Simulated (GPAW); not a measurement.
Crystal: Ti3Se.

```xyz
4
Lattice="3.1974 0.0000 0.0000 -1.5987 2.7691 0.0000 0.0000 0.0000 7.9427" Properties=species:S:1:pos:R:3 pbc="T T T"
Se    0.0000    0.0000    0.0000
Ti    1.5987    0.9230    3.9714
Ti    0.0000    1.8460    6.1390
Ti    0.0000    1.8460    1.8038
```

The cell comes from a database or a generator and needn't be the stable form of this composition.

Program: GPAW 26.7.0. Alike in all runs: no spin polarisation; cell as given; cutoff (eV) 600; smearing fermi-dirac 0.05 eV.

Order these runs on this cell by their pressure, lowest first.
A. level LDA; potentials or basis the program's PAW data sets (release 1.2.1) made for this functional, pw; k mesh 6 × 6 × 3; band path GMKGALHA,LM,KH; band points 60; mesh quality coarse
B. level PBEsol+U; potentials or basis PAW data sets generated in the run's folder for this functional, pw; U Ti d U = 8 eV; k mesh 7 × 7 × 3; band path GMKGALHA,LM,KH; band points 60; mesh quality not flagged
C. level PBEsol; potentials or basis PAW data sets generated in the run's folder for this functional, pw; k mesh 10 × 10 × 4; mesh quality not flagged
D. level r2SCAN; potentials or basis GPAW PAW data sets (gpaw-data 1.2.1), pw; k mesh 6 × 6 × 3; band path GMKGALHA,LM,KH; band points 60; mesh quality coarse
E. level PBEsol+U; potentials or basis PAW data sets generated in the run's folder for this functional, pw; U Ti d U = 2 eV; k mesh 7 × 7 × 3; band path GMKGALHA,LM,KH; band points 60; mesh quality not flagged

A (-8.2 GPa), C (-4.7 GPa), E (-2.5 GPa), D (-0.9 GPa), B (5.0 GPa).

Caveats: some runs use coarse meshes; U without spin polarisation on a metal has little footing (some runs); the PAW data sets were made with another functional, which shifts forces and pressure a little (some runs).

Not every run made on this cell is shown here.
